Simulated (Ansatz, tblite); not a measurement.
# Trans-PdCl2(PF3)2 (Cl₂F₆P₂Pd): one state, many levels

The task here is to estimate one member of a computed series from the others.

Method: as each input shows; program: Ansatz 0.2.0, Gaussian basis.

Levels to be run: GFN1-xTB, GFN2-xTB, PBE-D4/def2-TZVP, r2SCAN-D4/def2-TZVP, r2SCAN0-D4/def2-TZVP, revPBE-D4/def2-TZVP, PBE-D4/def2-SVP, PBE0-D4/def2-SVP, MP2/def2-SVP.

2 further runs of the same task are left out: 2 set aside as unsound or not needed.

## The structure

The geometry is that of the singlet, from an earlier relaxation (r2SCAN-D4/def2-SVP).

11 atoms, charge 0, spin multiplicity 1.

Bond lengths: Pd1–Cl2 2.311 Å, Pd1–P3 2.242 Å, Pd1–Cl7 2.311 Å, Pd1–P8 2.242 Å, P3–F4 1.573 Å, P3–F5 1.573 Å, P3–F6 1.574 Å, P8–F9 1.573 Å, P8–F10 1.574 Å, P8–F11 1.573 Å. Angles: Cl2–Pd1–P3 84.2°, Cl2–Pd1–Cl7 180.0°, Cl2–Pd1–P8 95.8°, P3–Pd1–Cl7 95.8°, P3–Pd1–P8 179.9°, Cl7–Pd1–P8 84.2°, Pd1–P3–F4 117.1°, Pd1–P3–F5 117.0°, Pd1–P3–F6 119.7°, F4–P3–F5 100.5°, F4–P3–F6 99.6°, F5–P3–F6 99.6°, Pd1–P8–F9 117.0°, Pd1–P8–F10 119.7°, Pd1–P8–F11 117.1°, F9–P8–F10 99.6°, F9–P8–F11 100.5°, F10–P8–F11 99.6°.

As a file:

```xyz
11
charge 0, multiplicity 1
Pd    0.00044   -0.00003   -0.00264
Cl    2.27612    0.20595    0.34633
P     0.03259    2.24204   -0.02180
F     0.92908    2.93557   -1.11227
F     0.55578    2.95975    1.27629
F    -1.30747    3.03923   -0.23943
Cl   -2.27539   -0.20562   -0.35049
P    -0.03244   -2.24214    0.02158
F    -0.92468   -2.93124    1.11838
F     1.30796   -3.03971    0.23577
F    -0.56197   -2.96382   -1.27171
```

Formally the metal is d8. Pd takes a core potential in the def2 sets. No spin-orbit coupling is included.

PBE0-D4/def2-TZVP was run before; its log isn't repeated, and its numbers join the tables.

Set-up of the first run:

Tight binding, by tblite at 300 K electronic temperature and without a spin-polarisation term:

```python
tblite.interface.Calculator('GFN1-xTB', numbers, positions, charge=0, uhf=0).singlepoint()
```

Tight binding, by tblite at 300 K electronic temperature and without a spin-polarisation term:

```python
tblite.interface.Calculator('GFN2-xTB', numbers, positions, charge=0, uhf=0).singlepoint()
```

start.molden holds the orbitals of an earlier run on this state, given as this run's starting guess.

in.yaml

```yaml
crystal:
  periodic: [false, false, false]
  atoms:
    - {symbol: Pd, position_ang: [0.000438, -0.000026, -0.002644]}
    - {symbol: Cl, position_ang: [2.276116, 0.205950, 0.346326]}
    - {symbol: P, position_ang: [0.032589, 2.242036, -0.021802]}
    - {symbol: F, position_ang: [0.929078, 2.935573, -1.112268]}
    - {symbol: F, position_ang: [0.555778, 2.959746, 1.276293]}
    - {symbol: F, position_ang: [-1.307465, 3.039234, -0.239434]}
    - {symbol: Cl, position_ang: [-2.275390, -0.205617, -0.350491]}
    - {symbol: P, position_ang: [-0.032440, -2.242139, 0.021577]}
    - {symbol: F, position_ang: [-0.924683, -2.931235, 1.118382]}
    - {symbol: F, position_ang: [1.307958, -3.039714, 0.235770]}
    - {symbol: F, position_ang: [-0.561968, -2.963819, -1.271709]}
basis:
  gaussian: {orbitals: def2-TZVP, initial_orbitals: start.molden}
hamiltonian: {xc: pbe, dispersion: d4}
scf: {omitted_lower_state_checks: [starts]}
output: {forces: true, orbitals: {seedname: orbitals}}
```

Command:

```
> ansatz run in.yaml --threads 6 --pin off --events-out ev --progress --plain --max-ram 7833MiB
```

Steps of the session up to this table: PBE-D4/def2-TZVP; r2SCAN-D4/def2-TZVP; r2SCAN0-D4/def2-TZVP; revPBE-D4/def2-TZVP; PBE-D4/def2-SVP; PBE0-D4/def2-SVP; MP2/def2-SVP.

One table of the session follows, with a row left open; its other results are not shown here.

It belongs to the step «Binding energy». 

```
               level  binding an atom (eV)
         HF/def2-SVP                 2.022
     PBE-D4/def2-SVP                 3.737
    PBE-D4/def2-TZVP                 3.813
 revPBE-D4/def2-TZVP                 3.644
 r2SCAN-D4/def2-TZVP                 3.716
    PBE0-D4/def2-SVP                     ?
   PBE0-D4/def2-TZVP                 3.582
r2SCAN0-D4/def2-TZVP                 3.502
        MP2/def2-SVP                 3.324
```

Q: Estimate the row for PBE0-D4/def2-SVP from the others.

As computed: binding an atom (eV): 3.464. In the column «binding an atom (eV)» it lies between MP2/def2-SVP (3.324) and r2SCAN0-D4/def2-TZVP (3.502).

To keep in mind: Free atoms were run apart at each level; binding is atoms less cluster, divided by the number of atoms, without zero-point or spin-orbit terms.
